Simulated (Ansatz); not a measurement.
**TiN (doublet): from Hartree-Fock to the top rungs, def2-TZVPP**

The task here is to estimate one member of a computed series from the others.

Computed with Ansatz 0.2.0, Gaussian basis. Level: def2-TZVPP, core rule «outside noble gas», up to 10 orbitals frozen.

To be run: UHF; ROHF; CCSD(T) on UHF.

2 further runs of the same task are left out: 2 set aside as unsound or not needed.

## What is computed

The geometry is a PBE0/def2-TZVP stationary point (not a proven minimum).

2 atoms, charge 0, spin multiplicity 2.

Atoms are counted from 1 here; the program's logs count them from 0.

Bond lengths: Ti1–N2 1.543 Å.

The first run:

Contents of in.yaml:

```yaml
crystal:
  periodic: [false, false, false]
  atoms:
    - {symbol: Ti, position_ang: [0.000000, 0.000000, 0.000000]}
    - {symbol: N, position_ang: [0.000000, 0.000000, 1.542510]}
basis:
  gaussian: {orbitals: def2-TZVPP}
magnetization: {spin_polarized: true, initial_magnetization: 1}
hamiltonian: {xc: hf}
output: {orbitals: {seedname: orbitals}}
```

Command:

```sh
ansatz run in.yaml --threads 1 --pin off --events-out ev --progress --plain --max-ram 2560MiB --backend cpu
```

Steps of the session up to this table: UHF; ROHF; CCSD(T) on UHF.

One table of the session follows, with a row left open; its other results are not shown here.

```
  method  from UCCSD(T) (meV)
    ROHF                    ?
    UMP2               +586.6
   UCCSD               +772.4
UCCSD(T)                    0
```

**Question.** Estimate the row for ROHF.

**Answer.** from UCCSD(T) (meV): +10024.7. In the column «from UCCSD(T) (meV)» it is the highest.

Left out of the table: UHF (another determinant or state than the rows shown).

The program flags UCCSD(T) as in doubt (see the logs), so the zero of the table is itself unsure.

Limits of these values: The determinant is far from a pure spin state, so its energy mixes those of several spin states (harmless only where they are near-degenerate, as at dissociation). The program flags UCCSD(T) as in doubt, so the zero of the table is itself unsure. Warnings: spin contamination; coupled cluster took another determinant than the lowest.
